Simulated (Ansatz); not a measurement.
Geometry optimisation, DFT PBEsol, scalar-relativistic, plane waves, PAW (Ansatz 0.2.0).

Input:

```yaml
crystal:
  lattice:
    - [0.0, 5.43, 5.43]
    - [5.43, 0.0, 5.43]
    - [5.43, 5.43, 0.0]
  atoms:
    - { symbol: Si, position: [0.0, 0.0, 0.0] }
    - { symbol: Si, position: [0.125, 0.125, 0.125] }
    - { symbol: Si, position: [0.0, 0.0, 0.5] }
    - { symbol: Si, position: [0.125, 0.125, 0.625] }
    - { symbol: Si, position: [0.0, 0.5, 0.0] }
    - { symbol: Si, position: [0.125, 0.625, 0.125] }
    - { symbol: Si, position: [0.0, 0.5, 0.5] }
    - { symbol: Si, position: [0.125, 0.625, 0.625] }
    - { symbol: Si, position: [0.5, 0.0, 0.0] }
    - { symbol: Si, position: [0.625, 0.125, 0.125] }
    - { symbol: Si, position: [0.5, 0.0, 0.5] }
    - { symbol: Si, position: [0.625, 0.125, 0.625] }
    - { symbol: Si, position: [0.5, 0.5, 0.0] }
    - { symbol: Si, position: [0.625, 0.625, 0.125] }
    - { symbol: Si, position: [0.5, 0.5, 0.5] }
    - { symbol: Si, position: [0.625, 0.625, 0.625] }
    - { symbol: Fe, position: [0.8715757, 0.3708375, 0.371442], spin: 2.5 }
magnetization:
  spin_polarized: true
basis:
  ecutwfc: 420.0
kpoints:
  mp_grid: { grid: [2, 2, 2] }
hamiltonian:
  xc: pbesol
  pseudopotentials: { kind: paw, azcp: { folder: soft_1 } }
scf:
  occupations: { method: gaussian, width: 0.02 }
  lower_state_search: "off"
relax:
  f_tol: 0.03
  max_steps: 60
  adjacent_minimum: "off"
```

Command:

```bash
$ ansatz run input.yaml --threads 2 --pin off --max-ram 5120MiB --backend cpu --events-out ev --progress --plain --runs-dir out
```

Question: Where does it end, and by what steps?

Answer: It converged. Limits of this set-up: coarse k mesh, PAW files made for another functional, a small cell, in which the defect meets its images. After 3 steps the energy has fallen by 0.028 eV; Fe17 moved furthest, 0.04 Å.

| step | energy less start (eV) | largest force component (eV/Å) | accepted |
| --- | --- | --- | --- |
| 0 | 0.0000 | 0.280 | yes |
| 1 | -0.0211 | 0.122 | yes |
| 2 | -0.0268 | 0.053 | yes |
| 3 | -0.0285 | 0.022 | yes |

```xyz
17
Lattice="0.0000 5.4300 5.4300 5.4300 0.0000 5.4300 5.4300 5.4300 0.0000" Properties=species:S:1:pos:R:3
Si 0.015 -0.005 -0.005
Si 1.357 1.357 1.357
Si 2.703 2.735 -0.012
Si 4.065 4.085 1.350
Si 2.704 -0.011 2.734
Si 4.065 1.350 4.085
Si 5.422 2.706 2.707
Si 6.768 4.054 4.054
Si 0.007 2.722 2.722
Si 1.355 4.070 4.070
Si 2.711 5.425 2.730
Si 4.072 6.788 4.072
Si 2.710 2.730 5.425
Si 4.072 4.072 6.787
Si 5.449 5.419 5.419
Si 6.800 6.780 6.780
Fe 4.055 6.772 6.770
```

Whether the end is a true minimum wasn't checked by a vibrational analysis.

Run time: 81 s on 2 threads of Arm Neoverse N1, with other jobs on the host, peak memory 0.75 GiB.
